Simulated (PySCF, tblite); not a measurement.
**C8H11BO: geometry, infrared bands and NMR shifts**

Aim: predict the infrared bands and NMR shifts of C8H11BO (`BCO/C(C#C)=C/C(=C)C`).

Programs: tblite 0.8.0 and PySCF 2.14.0, with density-fitted response routines of our own. Each step states its level of theory. These are calculated values for one molecule in the gas phase, unless marked as measured. Atoms count from 0, in the outputs and in this text.

## Step 1: The starting structure

21 atoms, charge 0, multiplicity 1; geometry from: force field or distance geometry start.

Bonds of the start (Å): B0–C1 1.61, C1–O2 1.37, O2–C3 1.39, C3–C4 1.44, C4–C5 1.20, C3–C6 1.31, C6–C7 1.42, C7–C8 1.35, C7–C9 1.48, B0–H10 1.20, B0–H11 1.19, C1–H12 1.11, C1–H13 1.10, C5–H14 1.05, C6–H15 1.10, C8–H16 1.09, C8–H17 1.08, C9–H18 1.10, C9–H19 1.12, C9–H20 1.10.

## Step 2: Geometry optimisation with GFN2-xTB

Job settings and geometry (Å):

```
{"job": {"kind": "relax", "xc": "GFN2-xTB", "basis": "xTB"}, "charge": 0, "multiplicity": 1}
B      4.011100     0.881000    -0.642900
C      2.839700     0.244100     0.256000
O      1.692100     0.363000    -0.483800
C      0.405000    -0.032300    -0.149100
C      0.251900    -1.360600     0.388600
C      0.140300    -2.471800     0.815500
C     -0.658600     0.723600    -0.270600
C     -2.000900     0.406200     0.061800
C     -2.917600     1.367100    -0.169200
C     -2.554700    -0.850300     0.616900
H      4.127600     0.315100    -1.696000
H      3.913800     2.060900    -0.749600
H      3.117200    -0.805000     0.479700
H      2.845500     0.800600     1.207200
H      0.033800    -3.443700     1.208100
H     -0.462500     1.731000    -0.666300
H     -3.967400     1.188800     0.060900
H     -2.593000     2.314900    -0.579600
H     -2.392900    -1.643800    -0.132200
H     -3.651400    -0.698100     0.758200
H     -2.188000    -1.073800     1.627400
```

On the command line:

```sh
$ OMP_NUM_THREADS=1 python probes_run.py task.json out
```

This one command runs all jobs of the session in turn.

**Question.** This job is followed by: GFN2-xTB harmonic vibrations, gas phase; GIAO PBE0/pcSseg-1 NMR shielding, non-relativistic, gas phase. Predict these results of the whole session: strongest single infrared mode (GFN2-xTB); zero-point energy (GFN2-xTB); ¹³C shifts against TMS (PBE0/pcSseg-1); ¹H shifts against TMS (PBE0/pcSseg-1, means over atoms taken as alike); ¹¹B shifts against BF3·OEt2 (PBE0/pcSseg-1); ¹⁷O shifts against H2O (PBE0/pcSseg-1); surface potential, 1st and 99th percentile.

As calculated:

```
                                                              quantity                                                    value
                             strongest single infrared mode (GFN2-xTB)                                    1166 cm⁻¹, 376 km/mol
                                          zero-point energy (GFN2-xTB)                                           100.9 kcal/mol
                                ¹³C shifts against TMS (PBE0/pcSseg-1)  147.9, 145.6, 130.8, 122.9, 103.0, 83.1, 77.6, 25.4 ppm
¹H shifts against TMS (PBE0/pcSseg-1, means over atoms taken as alike)             7.95, 6.61, 5.15, 5.12, 4.85, 3.50, 2.36 ppm
                           ¹¹B shifts against BF3·OEt2 (PBE0/pcSseg-1)                                                 87.8 ppm
                                ¹⁷O shifts against H2O (PBE0/pcSseg-1)                                                113.2 ppm
                                 surface potential, 1st and 99th percentile                                       -1.14 V and 1.71 V
```

In words: Over 159 steps the energy fell by 1.272 eV; of the close pairs, C1–O2 changed most, 1.371 to 1.419 Å. All 57 modes are real, so the xTB geometry is a minimum. The strongest single mode, at 1166 cm⁻¹, is spread over several atoms, C3, H10, H11, O2 among them. Unscaled tight-binding wavenumbers are off by several per cent, some by more. Its intensities can rank the bands wrongly. At PBE0/pcSseg-1: The widest tensor belongs to C4: span 278 ppm, with a paramagnetic part of -158 ppm. By nearest atom (PBE0/pcSseg-1), the HOMO sits on C6, C8 about 19 % each; C3 15 % and the LUMO on B0 51 %; H10, H11 about 15 % each.
